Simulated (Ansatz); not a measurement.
# ClH4InN2: the cost of one run

All numbers below are computed with Ansatz 0.2.0 (RKS r2SCANh/def2-SVP).

## Step 1: The starting structure

Bond lengths: N1–In2 2.056 Å, In2–N3 2.057 Å, In2–Cl4 2.297 Å, N1–H5 1.017 Å, N1–H6 1.016 Å, N3–H7 1.016 Å, N3–H8 1.016 Å. Angles: N1–In2–N3 122.0°, N1–In2–Cl4 119.0°, N3–In2–Cl4 119.0°, In2–N1–H5 110.4°, In2–N1–H6 110.6°, H5–N1–H6 107.1°, In2–N3–H7 110.5°, In2–N3–H8 110.5°, H7–N3–H8 107.0°.

Coordinates:

```xyz
8

N    -0.1087    1.8364   -0.2687
In   -0.3335   -0.2054   -0.3453
N     0.7146   -1.4635    0.8995
Cl   -1.7981   -1.1096   -1.8668
H    -0.9364    2.2983   -0.6363
H     0.0062    2.1483    0.6915
H     1.6593   -1.1173    1.0425
H     0.7965   -2.3872    0.4837
```

## Step 2: Relaxing end A

input.yaml

```yaml
crystal:
  periodic: [false, false, false]
  atoms:
    - { symbol: "N", position_ang: [-0.10869, 1.83644, -0.26874] }
    - { symbol: In, position_ang: [-0.3335, -0.20542, -0.34531] }
    - { symbol: "N", position_ang: [0.71458, -1.46348, 0.89948] }
    - { symbol: Cl, position_ang: [-1.79808, -1.10962, -1.86679] }
    - { symbol: H, position_ang: [-0.93638, 2.29827, -0.63632] }
    - { symbol: H, position_ang: [0.00623, 2.14832, 0.69149] }
    - { symbol: H, position_ang: [1.6593, -1.11734, 1.04247] }
    - { symbol: H, position_ang: [0.79653, -2.38717, 0.48372] }
basis:
  gaussian: { orbitals: def2-SVP }
hamiltonian:
  xc: r2scanh
relax:
  f_tol: 0.015
  max_steps: 40
```

On the command line:

```console
$ ansatz run input.yaml --threads 2 --pin off --max-ram 3072MiB --backend cpu --events-out ev --progress --plain --runs-dir out
```

Q: Estimate wall time and peak memory on 2 threads of Intel Xeon Platinum 8488C (Sapphire Rapids), shared host.

About 19 s, with a peak of 0.24 GiB.
